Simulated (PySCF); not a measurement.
# Cl4Er (Er(Cl)4-): the cost of one run

Method: r2SCAN, Er lcecp-1-SVP with ECP57, Cl def2-SVP; scalar-relativistic core potentials, no spin–orbit coupling; program: PySCF 2.14.0.

3 further runs of the same task are left out: 2 for a known fault of the program, 1 that didn't finish.

## (1) The starting structure

5 atoms, charge -1, spin multiplicity 1.

Bond lengths: Er1–Cl2 2.514 Å, Er1–Cl3 2.514 Å, Er1–Cl4 2.514 Å, Er1–Cl5 2.514 Å. Angles: Cl2–Er1–Cl3 109.5°, Cl2–Er1–Cl4 109.5°, Cl2–Er1–Cl5 109.5°, Cl3–Er1–Cl4 109.5°, Cl3–Er1–Cl5 109.5°, Cl4–Er1–Cl5 109.5°.

Coordinates:

| atom | x (Å) | y (Å) | z (Å) |
| --- | --- | --- | --- |
| Er1 | 0.00000 | 0.00000 | 0.00000 |
| Cl2 | 1.45129 | 1.45129 | 1.45129 |
| Cl3 | -1.45129 | -1.45129 | 1.45129 |
| Cl4 | 1.45129 | -1.45129 | -1.45129 |
| Cl5 | -1.45129 | 1.45129 | -1.45129 |

Formal oxidation states: Er +3. Each metal's 11 4f electrons lie in its core potential, so multiplicities, spins and levels count the valence alone. An earlier session relaxed this geometry at r2SCAN, Er lcecp-1-SVP with ECP57, Cl def2-SVP (singlet, point group Td).

Its energy there is -1878.843104 Eh.

## (2) Atoms moved at random, σ = 0.15 Å

Contents of run.py (the lines that set the calculation):

```python
mol = gto.M(atom='''
Er    -0.28621     0.06546    -0.02535
Cl     1.63545     1.32182     1.47088
Cl    -1.42456    -1.34702     1.40572
Cl     1.54848    -1.60238    -1.43052
Cl    -1.47315     1.56212    -1.42073''',
    basis={'Er': 'lcecp-1-SVP', 'Cl': 'def2-SVP'},
    ecp={'Er': 'lcecp-1-SVP'},
    charge=-1, spin=0)
mf = dft.RKS(mol, xc='R2SCAN')
mf.grids.atom_grid = (50, 194)  # f atoms: unpruned, at least (60, 302)
mf = mf.density_fit()  # fitting sets: Er AutoAux, Cl def2-universal-JKFIT
mf.conv_tol = 1e-08; mf.max_cycle = 55
mf.kernel(dm0)  # dm0: the density of the relaxed state
```

Run with:

```
$ OMP_NUM_THREADS=2 python run.py
```

**Question.** How long does this run take on 2 threads of Intel Xeon at 2.80GHz (Skylake/Cascade Lake), shared host?

About 6.8 s.
